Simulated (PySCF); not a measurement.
# C5H13PSi2: NMR shifts in solvents

Aim: compute the NMR shifts of C5H13PSi2 (`CC#C[Si@@H](P)CC[SiH3]`), and see what a dielectric continuum does where one was used.

Programs: PySCF 2.14.0, with density-fitted response routines of our own. Each step states its level of theory. These are calculated values for one molecule, in the gas phase or a continuum, unless marked as measured. Atoms are numbered from 0 throughout.

## (1) Starting geometry

21 atoms, charge 0, multiplicity 1; geometry from: GFN2-xTB. The atoms were then displaced at random by about 0.01 Å, so the start is not that level's minimum.

Bonds of the start (Å): C0–C1 1.48, C1–C2 1.22, C2–Si3 1.81, Si3–P4 2.25, Si3–C5 1.94, C5–C6 1.51, C6–Si7 1.89, C0–H8 1.06, C0–H9 1.08, C0–H10 1.08, Si3–H11 1.49, P4–H12 1.36, P4–H13 1.41, C5–H14 1.10, C5–H15 1.09, C6–H16 1.10, C6–H17 1.09, Si7–H18 1.46, Si7–H19 1.49, Si7–H20 1.47.

## (2) Relaxing the molecule at PBE0-D3(BJ)/def2-SVP

The job: settings as JSON, then the geometry in Å.

```
{"job": {"xc": "PBE0", "basis": "def2-SVP", "d3": "d3bj", "grid": 1, "shake": 0.01, "kind": "geom"}, "charge": 0, "multiplicity": 1}
C      4.085270    -2.096190     0.697250
C      2.923350    -1.182130     0.676930
C      1.957380    -0.439290     0.668540
Si     0.585850     0.737420     0.608040
P      0.847430     2.114310    -1.154920
C     -1.089320    -0.183900     0.274820
C     -2.189770     0.768860    -0.136920
Si    -3.811180    -0.114680    -0.556250
H      4.001950    -2.757290    -0.127080
H      4.985740    -1.500210     0.621570
H      4.072010    -2.643690     1.630560
H      0.498290     1.453440     1.907410
H      2.103950     2.497580    -0.788430
H      0.282850     3.228610    -0.510500
H     -0.935610    -0.938300    -0.511290
H     -1.385890    -0.729700     1.174200
H     -2.367070     1.506090     0.661740
H     -1.873050     1.351670    -1.001280
H     -3.598100    -1.081730    -1.635260
H     -4.857830     0.870280    -0.949850
H     -4.307420    -0.838870     0.628430
```

Run with:

```bash
$ OMP_NUM_THREADS=1 python probes_run.py task.json out
```

This one command runs all jobs of the session in turn.

Output:

```text
step   0  E = -1117.61278984  max force = 0.034025
step   1  E = -1117.61950667  max force = 0.005937
step   2  E = -1117.62035092  max force = 0.002787
step   3  E = -1117.62054240  max force = 0.000991
step   4  E = -1117.62062156  max force = 0.001309
step   5  E = -1117.62067866  max force = 0.001556
step   6  E = -1117.62072189  max force = 0.001004
step   7  E = -1117.62075348  max force = 0.000459
step   8  E = -1117.62076817  max force = 0.000502
step   9  E = -1117.62077266  max force = 0.000360
optimisation converged
```

It took 3.2 min on 1 thread of Intel Xeon Platinum 8488C, shared host; peak memory 0.85 GiB.

Along the way:

```csv
step,energy from step 0 (eV),largest force component (eV/Å)
0,0.0000,1.7496
1,-0.1828,0.3053
2,-0.2057,0.1433
3,-0.2110,0.0510
4,-0.2131,0.0673
5,-0.2147,0.0800
6,-0.2158,0.0516
7,-0.2167,0.0236
8,-0.2171,0.0258
9,-0.2172,0.0185
```

Close pairs (by a distance rule), those that changed most:

| bond | before (Å) | after (Å) | change (Å) |
| --- | --- | --- | --- |
| P4–H12 | 1.364 | 1.428 | +0.064 |
| Si3–C5 | 1.941 | 1.886 | -0.054 |
| C0–H8 | 1.060 | 1.101 | +0.041 |
| Si7–H18 | 1.465 | 1.496 | +0.032 |
| C0–C1 | 1.479 | 1.451 | -0.028 |
| P4–H13 | 1.406 | 1.430 | +0.025 |
| Si7–H20 | 1.475 | 1.497 | +0.022 |
| C5–C6 | 1.513 | 1.533 | +0.020 |

The final coordinates are the input of the step that follows.

| at the end point | value |
| --- | --- |
| point group (found at 0.08 Å tolerance) | C1 |
| rotational constants (GHz, main isotopes) | 1.520, 0.474, 0.383 |
| dipole moment (D) | 1.83 |

## (3) NMR shieldings: PBE0/pcSseg-1 in acetone

The job: settings as JSON, then the geometry in Å.

```
{"job": {"kind": "nmr", "xc": "PBE0", "basis": "pcSseg-1", "solvent": "acetone", "pop": true}, "charge": 0, "multiplicity": 1}
C      3.893557    -2.463074     0.455909
C      2.862492    -1.442829     0.454171
C      1.995807    -0.584497     0.456938
Si     0.690592     0.691435     0.399542
P      1.055648     1.933556    -1.464848
C     -1.015319    -0.099534     0.249246
C     -2.141986     0.915170     0.024102
Si    -3.852785     0.122034    -0.067880
H      3.799422    -3.119992    -0.422911
H      4.896936    -2.009880     0.433377
H      3.825744    -3.091772     1.357454
H      0.754549     1.524257     1.641520
H      2.325848     2.401710    -1.009435
H      0.357713     3.077263    -0.964505
H     -0.967841    -0.823889    -0.582481
H     -1.192027    -0.696069     1.161522
H     -2.158339     1.673156     0.827609
H     -1.980480     1.474629    -0.914652
H     -3.895197    -0.873373    -1.184420
H     -4.913507     1.151117    -0.301916
H     -4.154176    -0.595723     1.210412
```

With the program's defaults for keys left out, this is: GIAO PBE0/pcSseg-1 NMR shielding, non-relativistic, IEF-PCM acetone.

Output:

```text
coarse grid: 18368 points
cycle   1  E = -1117.8745592378  dE =  3.723e-01  |g| = 4.578e-01  |ddm| = 4.243e+00
cycle   2  E = -1117.8641702331  dE =  1.039e-02  |g| = 4.960e-01  |ddm| = 9.831e-01
cycle   3  E = -1117.9265454458  dE = -6.238e-02  |g| = 1.101e-01  |ddm| = 5.284e-01
cycle   4  E = -1117.9290939260  dE = -2.548e-03  |g| = 4.851e-02  |ddm| = 1.119e-01
cycle   5  E = -1117.9296564589  dE = -5.625e-04  |g| = 1.251e-02  |ddm| = 4.257e-02
cycle   6  E = -1117.9296959276  dE = -3.947e-05  |g| = 2.518e-03  |ddm| = 1.455e-02
cycle   7  E = -1117.9296975494  dE = -1.622e-06  |g| = 4.517e-04  |ddm| = 3.676e-03
final grid: 161656 points
cycle   8  E = -1117.9775276610  dE = -2.803e-05  |g| = 7.011e-03  |ddm| = 4.241e-02
cycle   9  E = -1117.9775229279  dE =  4.733e-06  |g| = 8.241e-03  |ddm| = 1.537e-02
cycle  10  E = -1117.9775406606  dE = -1.773e-05  |g| = 1.072e-03  |ddm| = 7.785e-03
cycle  11  E = -1117.9775409185  dE = -2.579e-07  |g| = 3.765e-04  |ddm| = 1.156e-03
cycle  12  E = -1117.9775409491  dE = -3.055e-08  |g| = 1.320e-04  |ddm| = 3.420e-04
cycle  13  E = -1117.9775409537  dE = -4.616e-09  |g| = 1.427e-05  |ddm| = 1.342e-04
cycle  14  E = -1117.9775409537  dE = -4.366e-11  |g| = 2.672e-06  |ddm| = 2.288e-05
converged SCF energy = -1117.9775409537

GIAO shielding tensors (ppm)
atom      isotropic    diamagn.    paramagn.     s11        s22        s33       span
  0 C      179.341     251.331     -71.990    169.715    169.956    198.352     28.637
  1 C       64.407     276.644    -212.237    -30.650    -29.157    253.029    283.680
  2 C      103.218     258.503    -155.285     15.792     19.981    273.879    258.087
  3 Si     390.556     884.451    -493.895    355.218    384.574    431.875     76.657
  4 P      596.838     968.795    -371.957    542.426    589.010    659.078    116.652
  5 C      171.905     258.329     -86.425    165.446    166.137    184.130     18.684
  6 C      182.063     250.484     -68.421    171.900    182.150    192.139     20.239
  7 Si     410.600     878.108    -467.508    378.408    383.579    469.814     91.406
  8 H       29.128      29.023       0.105     24.066     27.485     35.834     11.767
  9 H       29.126      24.649       4.477     24.009     27.287     36.082     12.074
 10 H       29.128      27.130       1.998     24.053     27.211     36.120     12.067
 11 H       26.422      31.113      -4.691     23.653     24.301     31.314      7.661
 12 H       29.418      29.358       0.060     24.084     26.648     37.522     13.439
 13 H       29.276      30.082      -0.806     23.630     27.407     36.790     13.161
 14 H       30.572      35.903      -5.332     25.714     30.618     35.382      9.668
 15 H       30.254      34.971      -4.717     24.496     30.439     35.827     11.330
 16 H       30.740      30.808      -0.068     25.237     30.142     36.841     11.604
 17 H       30.792      31.883      -1.092     24.117     32.007     36.252     12.135
 18 H       27.523      28.050      -0.527     24.220     26.080     32.269      8.049
 19 H       27.299      26.962       0.338     23.766     24.946     33.186      9.420
 20 H       27.508      27.901      -0.393     24.170     25.864     32.489      8.319
```

It took 55 s on 1 thread of Intel Xeon Platinum 8488C, shared host; peak memory 1.2 GiB.

Shifts follow as δ = σ(reference) − σ, with reference shieldings (ppm) from runs at the same level and on the same kind of geometry: 1H TMS 31.24, 13C TMS 185.4, 29Si TMS 351.8, 31P PH3 586.9. The references are single molecules in the same continuum, so shifts against H2O, NH3, PH3, H3PO4 or CFCl3 are not on the usual liquid scales and can be off by tens of ppm. Atoms listed in one row are averaged.

| atoms | environment | σ (ppm) | δ (ppm) |
| --- | --- | --- | --- |
| C1 | alkyne carbon | 64.4 | 121.0 |
| C2 | alkyne carbon | 103.2 | 82.2 |
| C5 | sp3 CH2 bonded to Si | 171.9 | 13.5 |
| C0 | propargylic methyl carbon | 179.3 | 6.1 |
| C6 | sp3 CH2 bonded to Si | 182.1 | 3.4 |
| H11 | hydrogen on a silicon bonded to 2 C, P | 26.42 | 4.82 |
| H18, H19, H20 | hydrogen on a silicon bonded to C | 27.44 | 3.80 |
| H8, H9, H10 | hydrogen on a propargylic methyl carbon | 29.13 | 2.11 |
| H12, H13 | hydrogen on a phosphorus bonded to Si | 29.35 | 1.89 |
| H15 | hydrogen on an sp3 CH2 bonded to Si | 30.25 | 0.99 |
| H14 | hydrogen on an sp3 CH2 bonded to Si | 30.57 | 0.67 |
| H16 | hydrogen on an sp3 CH2 bonded to Si | 30.74 | 0.50 |
| H17 | hydrogen on an sp3 CH2 bonded to Si | 30.79 | 0.45 |
| Si3 | silicon bonded to 2 C, P, H | 390.6 | -38.8 |
| Si7 | silicon bonded to C, 3 H | 410.6 | -58.8 |
| P4 | phosphorus bonded to Si, 2 H | 596.8 | -10.0 |

Charges from the same density, by scheme (e):

```csv
atoms,Mulliken,IAO,Hirshfeld,ESP fit
C0,-0.19,-0.44,-0.09,-0.55
C1,-0.16,0.01,-0.03,0.26
C2,-0.42,-0.41,-0.21,-0.53
Si3,0.64,0.77,0.31,0.52
P4,-0.29,-0.15,-0.05,-0.43
C5,-0.54,-0.53,-0.15,-0.18
C6,-0.55,-0.53,-0.15,-0.15
Si7,0.51,0.60,0.31,0.29
```

Mayer bond orders: C0–C1 1.20, C1–C2 2.50, C2–Si3 1.01, Si3–P4 0.98, Si3–C5 0.92, C5–C6 1.03, C6–Si7 0.93.

## (4) NMR shieldings: PBE0/pcSseg-1 in tetrahydrofuran

The job, as its differences from that of step 3:

```diff
@@ -1,2 +1,2 @@
-{"job": {"kind": "nmr", "xc": "PBE0", "basis": "pcSseg-1", "solvent": "acetone", "pop": true}, "charge": 0, "multiplicity": 1}
+{"job": {"kind": "nmr", "xc": "PBE0", "basis": "pcSseg-1", "solvent": "tetrahydrofuran", "pop": false}, "charge": 0, "multiplicity": 1}
 C      3.893557    -2.463074     0.455909
```

Method: GIAO PBE0/pcSseg-1 NMR shielding, non-relativistic, IEF-PCM tetrahydrofuran.

Output:

```text
coarse grid: 18368 points
cycle   1  E = -1117.8732227876  dE =  3.736e-01  |g| = 4.591e-01  |ddm| = 4.243e+00
cycle   2  E = -1117.8618581586  dE =  1.136e-02  |g| = 5.007e-01  |ddm| = 9.972e-01
cycle   3  E = -1117.9253552618  dE = -6.350e-02  |g| = 1.144e-01  |ddm| = 5.381e-01
cycle   4  E = -1117.9281386882  dE = -2.783e-03  |g| = 4.931e-02  |ddm| = 1.155e-01
cycle   5  E = -1117.9287204485  dE = -5.818e-04  |g| = 1.260e-02  |ddm| = 4.332e-02
cycle   6  E = -1117.9287605662  dE = -4.012e-05  |g| = 2.566e-03  |ddm| = 1.494e-02
cycle   7  E = -1117.9287622510  dE = -1.685e-06  |g| = 4.629e-04  |ddm| = 3.718e-03
final grid: 161656 points
cycle   8  E = -1117.9765943027  dE = -2.798e-05  |g| = 7.019e-03  |ddm| = 4.236e-02
cycle   9  E = -1117.9765894061  dE =  4.897e-06  |g| = 8.281e-03  |ddm| = 1.551e-02
cycle  10  E = -1117.9766073277  dE = -1.792e-05  |g| = 1.094e-03  |ddm| = 7.881e-03
cycle  11  E = -1117.9766075962  dE = -2.686e-07  |g| = 3.857e-04  |ddm| = 1.180e-03
cycle  12  E = -1117.9766076285  dE = -3.227e-08  |g| = 1.337e-04  |ddm| = 3.518e-04
cycle  13  E = -1117.9766076333  dE = -4.750e-09  |g| = 1.408e-05  |ddm| = 1.360e-04
cycle  14  E = -1117.9766076333  dE = -3.865e-11  |g| = 2.562e-06  |ddm| = 2.192e-05
converged SCF energy = -1117.9766076333

GIAO shielding tensors (ppm)
atom      isotropic    diamagn.    paramagn.     s11        s22        s33       span
  0 C      179.232     251.281     -72.049    169.681    169.923    198.091     28.410
  1 C       64.898     276.614    -211.717    -29.932    -28.416    253.042    282.973
  2 C      103.011     258.539    -155.528     15.590     19.725    273.717    258.126
  3 Si     390.564     884.409    -493.845    355.358    384.682    431.652     76.294
  4 P      596.285     968.707    -372.423    542.025    588.033    658.796    116.772
  5 C      171.907     258.281     -86.374    165.446    166.153    184.122     18.676
  6 C      182.007     250.504     -68.497    171.774    182.147    192.100     20.326
  7 Si     410.681     878.103    -467.422    378.570    383.697    469.776     91.206
  8 H       29.152      29.073       0.079     24.095     27.524     35.837     11.742
  9 H       29.153      24.708       4.445     24.041     27.330     36.087     12.046
 10 H       29.156      27.187       1.969     24.087     27.256     36.125     12.038
 11 H       26.420      31.095      -4.675     23.659     24.295     31.307      7.648
 12 H       29.442      29.361       0.081     24.120     26.691     37.515     13.395
 13 H       29.343      30.115      -0.771     23.715     27.507     36.809     13.094
 14 H       30.569      35.895      -5.327     25.713     30.606     35.387      9.674
 15 H       30.274      34.987      -4.713     24.525     30.457     35.840     11.316
 16 H       30.778      30.852      -0.074     25.292     30.184     36.859     11.568
 17 H       30.821      31.918      -1.096     24.162     32.037     36.265     12.103
 18 H       27.507      28.017      -0.510     24.199     26.062     32.260      8.062
 19 H       27.292      26.944       0.348     23.755     24.940     33.181      9.427
 20 H       27.499      27.878      -0.379     24.157     25.856     32.483      8.326
```

It took 46 s on 1 thread of Intel Xeon Platinum 8488C, shared host; peak memory 1.2 GiB.

This run: δ C1 120.4, C2 82.3, C5 13.4, C0 6.1, H11 4.82, H18 3.81 ppm (means over like atoms).

## (5) Side by side: NMR shifts

Shifts (ppm) of some atoms, chosen among heavy atoms and hydrogens apart, means over like atoms, with basis size and wall time:

```
                             run     C1    C2    C5   C6   H12   H16    Si7  functions  time
        PBE0/pcSseg-1 in acetone  121.0  82.2  13.5  3.4  1.89  0.50  -58.8        222  55 s
PBE0/pcSseg-1 in tetrahydrofuran  120.4  82.3  13.4  3.3  1.85  0.47  -58.9        222  46 s
```

The continuum's effect on the ground state:

```csv
solvent,ε,polarisation energy (Eh),μ (D)
tetrahydrofuran,7.43,-0.0063,2.14
acetone,20.49,-0.0075,2.17
```

## (6) What came out

```
                                                                       quantity                                               value
                                                                    point group                                                  C1
                                           rotational constants (main isotopes)                                1.52, 0.47, 0.38 GHz
                                13C shifts against TMS (PBE0/pcSseg-1, acetone)                     121.0, 82.2, 13.5, 6.1, 3.4 ppm
1H shifts against TMS (PBE0/pcSseg-1, acetone, means over atoms taken as alike)  4.82, 3.80, 2.11, 1.89, 0.99, 0.67, 0.50, 0.45 ppm
                               29Si shifts against TMS (PBE0/pcSseg-1, acetone)                                    -38.8, -58.8 ppm
                                31P shifts against PH3 (PBE0/pcSseg-1, acetone)                                           -10.0 ppm
                                                       range of the shift of C1                                  120.4 to 121.0 ppm
```

What this shows: Over 9 steps the energy fell by 0.217 eV; of the close pairs, P4–H12 changed most, 1.364 to 1.428 Å. At PBE0/pcSseg-1: Shielding is most anisotropic at C1 (span 284 ppm, paramagnetic term -212 ppm). In ppm, C1 moves most: its shift spreads over 0.6 ppm, from 120.4 (PBE0/pcSseg-1 in tetrahydrofuran) to 121.0 (PBE0/pcSseg-1 in acetone). The continuum holds electrostatics alone: no hydrogen bonds to the solvent, and the gas-phase geometry is kept.
